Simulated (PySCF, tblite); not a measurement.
**C4H10SeSi: dynamics, then NMR shifts on frames, part 1 of 2**

How do NMR shifts of C4H10SeSi (`[SeH][SiH2]C1CCC1`) change as the atoms move?

Programs: tblite 0.8.0 and PySCF 2.14.0, with density-fitted response routines of our own. Each step states its level of theory. These are calculated values for one molecule in the gas phase, unless marked as measured. Atoms count from 0, in the outputs and in this text.

### Step 1. The starting structure

16 atoms, charge 0, multiplicity 1; geometry from: GFN2-xTB.

Bonds of the start (Å): Se0–Si1 2.29, Si1–C2 1.90, C2–C3 1.54, C3–C4 1.53, C4–C5 1.53, C5–C2 1.54, Se0–H6 1.43, Si1–H7 1.46, Si1–H8 1.46, C2–H9 1.09, C3–H10 1.09, C3–H11 1.09, C4–H12 1.09, C4–H13 1.09, C5–H14 1.09, C5–H15 1.09.

### Step 2. Dynamics with GFN2-xTB

What the job is given:

```
{"job": {"kind": "md", "xc": "GFN2-xTB", "basis": "xTB", "temperature": 200, "steps": 2000, "every": 50, "frames": 5}, "charge": 0, "multiplicity": 1}
Se     3.252932    -0.312836     0.913690
Si     1.445161    -1.078704    -0.271189
C     -0.128362    -0.390129     0.531335
C     -1.391371    -0.599107    -0.322342
C     -1.338016     0.878302    -0.730007
C     -0.306380     1.132956     0.376056
H      2.538341     0.670852     1.673407
H      1.600425    -0.603081    -1.646038
H      1.489622    -2.537245    -0.207690
H     -0.220790    -0.746210     1.559849
H     -1.315272    -1.323376    -1.131134
H     -2.268155    -0.839045     0.276933
H     -0.926953     1.023414    -1.727140
H     -2.272049     1.431092    -0.649846
H     -0.743118     1.599195     1.258341
H      0.576388     1.702866     0.084364
```

With the program's defaults for keys left out, this is: GFN2-xTB Langevin dynamics, gas phase.

Launch:

```sh
$ OMP_NUM_THREADS=1 python probes_run.py task.json out
```

The driver reads the jobs from task.json and runs them one after another.

Standard output:

```text
t/fs     T/K      E/eV
    0.0   162.6   -505.41122
   25.0    82.5   -505.23498
   50.0    89.2   -505.17810
   75.0   143.7   -505.18823
  100.0   161.8   -505.18025
  125.0   175.2   -505.20324
  150.0   152.8   -505.15169
  175.0   198.9   -505.14722
  200.0   204.7   -505.06762
  225.0   189.2   -504.95539
  250.0   218.1   -504.95696
  275.0   254.1   -504.98210
  300.0   161.7   -504.94486
  325.0   203.0   -505.17515
  350.0   155.3   -505.04681
  375.0   177.1   -505.10903
  400.0   160.1   -505.03741
  425.0   192.8   -505.08214
  450.0   207.7   -505.09498
  475.0   182.4   -505.03425
  500.0   235.5   -505.03933
  525.0   139.7   -504.88381
  550.0   261.7   -505.00444
  575.0   175.2   -504.98662
  600.0   193.9   -505.11194
  625.0   202.6   -505.15810
  650.0   154.2   -505.06524
  675.0   149.4   -505.01885
  700.0   173.6   -505.09929
  725.0   172.8   -505.14266
  750.0   112.0   -505.12600
  775.0   188.4   -505.10342
  800.0   206.7   -505.01197
  825.0   214.3   -505.05496
  850.0   118.9   -504.93249
  875.0   134.5   -504.94691
  900.0   187.4   -504.97951
  925.0   224.7   -504.96452
  950.0   172.5   -505.04757
  975.0   206.4   -505.08951
 1000.0   178.9   -505.04468
```

Run time: 11 s. Hardware: 1 thread of Arm Neoverse V2, shared host; peak memory 0.18 GiB.

Distance from the start (root mean square after alignment): 0 fs 0.00 Å, 200 fs 0.23 Å, 400 fs 0.71 Å, 600 fs 0.40 Å, 800 fs 0.24 Å, 1000 fs 0.56 Å.

Positions (Å) and forces (eV/Å) at 1000 fs:

```xyz
16

Se    3.459   -0.527    1.210   -0.099    0.503   -0.132
Si    1.411   -0.763    0.184   -0.430   -0.240    0.112
C    -0.145   -0.173    1.234    1.176   -0.380   -1.187
C    -1.401   -0.853    0.678   -0.296    1.071   -0.223
C    -2.094    0.526    0.641   -0.144    0.073    0.223
C    -0.780    1.234    1.023   -0.017   -0.207    1.402
H     3.550    0.898    0.967    0.053   -0.202    0.108
H     1.434   -0.217   -1.201    0.009   -0.031    0.493
H     1.490   -2.256    0.107   -0.298    0.494    0.005
H     0.017   -0.501    2.254    0.033    0.441    0.321
H    -1.319   -1.364   -0.277    0.098    0.160   -0.092
H    -1.879   -1.502    1.360   -0.378   -0.870    0.728
H    -2.378    0.834   -0.339   -0.579    0.095   -0.724
H    -2.974    0.610    1.324    0.882    0.106   -0.396
H    -0.814    1.897    1.920   -0.051   -0.684   -0.340
H    -0.349    1.864    0.251    0.039   -0.331   -0.298
```

### Step 3. Nuclear shieldings: 250 fs, PBE0/pcSseg-1

What the job is given:

```
{"job": {"kind": "nmr", "xc": "PBE0", "basis": "pcSseg-1", "pop": false}, "charge": 0, "multiplicity": 1}
Se     3.136600    -0.061600     0.829800
Si     1.338200    -1.307600     0.038800
C     -0.253500    -0.585100     0.809100
C     -1.659000    -0.908200     0.175100
C     -1.975400     0.562200    -0.042300
C     -0.631500     0.935400     0.635800
H      2.237900     0.813200     1.408400
H      1.545100    -1.230500    -1.474100
H      1.575800    -2.723500     0.511800
H     -0.320600    -0.913800     1.814900
H     -1.587900    -1.512900    -0.758000
H     -2.367800    -1.422600     0.774300
H     -1.993700     0.850000    -1.040400
H     -2.837100     0.889200     0.459100
H     -0.805400     1.442700     1.644300
H      0.016200     1.546400    -0.011900
```

With the program's defaults for keys left out, this is: GIAO PBE0/pcSseg-1 NMR shielding, non-relativistic, gas phase.

Standard output:

```text
coarse grid: 59184 points
cycle   1  E = -2848.5376945451  dE = -5.147e-01  |g| = 7.203e-01  |ddm| = 3.717e+00
cycle   2  E = -2848.5359930719  dE =  1.701e-03  |g| = 4.952e-01  |ddm| = 7.174e-01
cycle   3  E = -2848.5743261677  dE = -3.833e-02  |g| = 1.580e-01  |ddm| = 5.052e-01
cycle   4  E = -2848.5804885018  dE = -6.162e-03  |g| = 2.733e-02  |ddm| = 1.567e-01
cycle   5  E = -2848.5806165713  dE = -1.281e-04  |g| = 6.804e-03  |ddm| = 2.866e-02
cycle   6  E = -2848.5806290616  dE = -1.249e-05  |g| = 1.634e-03  |ddm| = 8.565e-03
cycle   7  E = -2848.5806295705  dE = -5.089e-07  |g| = 4.638e-04  |ddm| = 1.764e-03
final grid: 123552 points
cycle   8  E = -2848.5806912817  dE = -1.856e-08  |g| = 5.449e-04  |ddm| = 1.626e-03
cycle   9  E = -2848.5806912446  dE =  3.712e-08  |g| = 6.874e-04  |ddm| = 1.043e-03
cycle  10  E = -2848.5806913422  dE = -9.765e-08  |g| = 4.668e-05  |ddm| = 5.897e-04
cycle  11  E = -2848.5806913428  dE = -5.953e-10  |g| = 7.115e-06  |ddm| = 6.064e-05
converged SCF energy = -2848.5806913428

GIAO shielding tensors (ppm)
atom      isotropic    diamagn.    paramagn.     s11        s22        s33       span
  0 Se    2392.310    3002.677    -610.367   2191.814   2257.464   2727.652    535.838
  1 Si     374.857     877.581    -502.724    343.068    368.183    413.320     70.251
  2 C      167.294     252.428     -85.134    146.732    169.351    185.798     39.066
  3 C      163.313     249.554     -86.241    146.361    155.921    187.658     41.297
  4 C      174.618     250.657     -76.038    162.585    171.553    189.717     27.131
  5 C      157.373     246.632     -89.258    139.800    153.497    178.823     39.023
  6 H       33.636      33.669      -0.033     21.495     29.160     50.253     28.759
  7 H       25.581      27.272      -1.691     21.264     24.143     31.336     10.072
  8 H       26.144      26.942      -0.797     21.981     24.492     31.961      9.980
  9 H       29.786      32.406      -2.619     25.572     30.582     33.206      7.634
 10 H       29.129      30.107      -0.978     25.181     27.714     34.492      9.312
 11 H       29.877      30.851      -0.974     26.211     27.696     35.723      9.512
 12 H       30.764      31.950      -1.186     27.510     28.254     36.529      9.019
 13 H       30.743      30.930      -0.186     27.407     27.530     37.293      9.887
 14 H       27.821      29.065      -1.244     23.986     26.614     32.862      8.877
 15 H       28.941      30.893      -1.952     24.420     29.706     32.699      8.279
```

Run time: 21 s. Hardware: 1 thread of Arm Neoverse V2, shared host; peak memory 0.82 GiB.

The references, computed at this level on geometries of the same kind, shield at (ppm): 1H TMS 31.72, 13C TMS 186.9, 29Si TMS 349.2, 77Se Me2Se 1758. Their shielding less the atom's gives the shift. The references are single molecules in the gas phase. Each atom is listed at this fixed geometry, with no averaging over motion; a spectrum would average atoms that exchange fast.

```
atoms                            environment  σ (ppm)  δ (ppm)
   C5                      sp3 CH2 in a ring    157.4     29.6
   C3                      sp3 CH2 in a ring    163.3     23.6
   C2                    sp3 CH bonded to Si    167.3     19.6
   C4                      sp3 CH2 in a ring    174.6     12.3
   H7  hydrogen on a silicon bonded to C, Se    25.58     6.14
   H8  hydrogen on a silicon bonded to C, Se    26.14     5.57
  H14       hydrogen on an sp3 CH2 in a ring    27.82     3.90
  H15       hydrogen on an sp3 CH2 in a ring    28.94     2.78
  H10       hydrogen on an sp3 CH2 in a ring    29.13     2.59
   H9     hydrogen on an sp3 CH bonded to Si    29.79     1.93
  H11       hydrogen on an sp3 CH2 in a ring    29.88     1.84
  H13       hydrogen on an sp3 CH2 in a ring    30.74     0.97
  H12       hydrogen on an sp3 CH2 in a ring    30.76     0.95
   H6    hydrogen on a selenium bonded to Si    33.64    -1.92
  Se0               selenium bonded to Si, H     2392     -634
  Si1           silicon bonded to C, Se, 2 H    374.9    -25.7
```

Ring of atoms C2, C3, C4, C5: NICS(0) 2.4, NICS(1) 1.0, NICS(1)zz 6.0 ppm (means of both faces).

### Step 4. NMR shieldings: 425 fs, PBE0/pcSseg-1

What the job is given:

```
{"job": {"kind": "nmr", "xc": "PBE0", "basis": "pcSseg-1", "pop": false}, "charge": 0, "multiplicity": 1}
Se     2.862700    -0.125300     0.852300
Si     1.034700    -1.504600     0.560400
C     -0.483800    -0.629300     1.186500
C     -1.809900    -0.953200     0.466200
C     -2.200500     0.544500     0.534400
C     -0.703000     0.853900     0.692800
H      2.212000     1.139600     0.825900
H      1.074200    -1.766200    -0.883800
H      1.228900    -2.673500     1.327200
H     -0.629800    -0.703800     2.288900
H     -1.726200    -1.308400    -0.517500
H     -2.410800    -1.657600     1.090900
H     -2.707000     0.935000    -0.336500
H     -2.754700     0.893100     1.413800
H     -0.418900     1.672400     1.359800
H     -0.267100     1.078900    -0.341300
```

Method: GIAO PBE0/pcSseg-1 NMR shielding, non-relativistic, gas phase.

Standard output:

```text
coarse grid: 59184 points
cycle   1  E = -2848.5449324062  dE = -4.822e-01  |g| = 7.146e-01  |ddm| = 3.653e+00
cycle   2  E = -2848.5434670796  dE =  1.465e-03  |g| = 4.894e-01  |ddm| = 7.049e-01
cycle   3  E = -2848.5791462165  dE = -3.568e-02  |g| = 1.642e-01  |ddm| = 4.991e-01
cycle   4  E = -2848.5857757732  dE = -6.630e-03  |g| = 2.647e-02  |ddm| = 1.675e-01
cycle   5  E = -2848.5859084989  dE = -1.327e-04  |g| = 6.182e-03  |ddm| = 3.039e-02
cycle   6  E = -2848.5859189363  dE = -1.044e-05  |g| = 1.621e-03  |ddm| = 8.243e-03
cycle   7  E = -2848.5859194720  dE = -5.356e-07  |g| = 4.016e-04  |ddm| = 1.669e-03
final grid: 123552 points
cycle   8  E = -2848.5859098273  dE = -4.333e-08  |g| = 4.164e-04  |ddm| = 1.678e-03
cycle   9  E = -2848.5859098115  dE =  1.581e-08  |g| = 4.986e-04  |ddm| = 8.940e-04
cycle  10  E = -2848.5859098673  dE = -5.575e-08  |g| = 4.290e-05  |ddm| = 4.662e-04
cycle  11  E = -2848.5859098678  dE = -5.093e-10  |g| = 5.812e-06  |ddm| = 5.362e-05
converged SCF energy = -2848.5859098678

GIAO shielding tensors (ppm)
atom      isotropic    diamagn.    paramagn.     s11        s22        s33       span
  0 Se    2328.772    3001.052    -672.280   2063.259   2261.193   2661.863    598.604
  1 Si     376.743     879.217    -502.474    330.000    378.201    422.026     92.026
  2 C      162.616     255.359     -92.743    148.857    163.213    175.779     26.922
  3 C      160.567     247.755     -87.187    146.229    156.489    178.984     32.755
  4 C      161.764     251.433     -89.669    147.312    163.439    174.540     27.228
  5 C      150.857     247.216     -96.359    136.148    144.752    171.672     35.524
  6 H       32.207      32.472      -0.264     21.108     28.175     47.339     26.231
  7 H       26.431      28.587      -2.156     21.622     25.259     32.412     10.790
  8 H       27.485      29.014      -1.529     23.537     25.519     33.400      9.863
  9 H       29.030      31.770      -2.740     25.700     28.602     32.789      7.089
 10 H       30.464      31.588      -1.124     27.077     29.714     34.602      7.525
 11 H       28.818      28.480       0.338     24.957     25.683     35.815     10.857
 12 H       30.028      30.422      -0.394     25.853     26.854     37.376     11.523
 13 H       29.180      30.161      -0.982     26.128     26.962     34.448      8.320
 14 H       29.344      31.583      -2.239     24.682     28.692     34.658      9.975
 15 H       28.330      31.204      -2.874     24.264     29.864     30.864      6.600
```

Wall time 20 s (1 thread of Arm Neoverse V2, shared host); peak memory 0.9 GiB.

In short: δ C5 36.1, C3 26.4, C4 25.2, C2 24.3, H7 5.29, H8 4.23 ppm.

(Continued in part 2 of 2.)
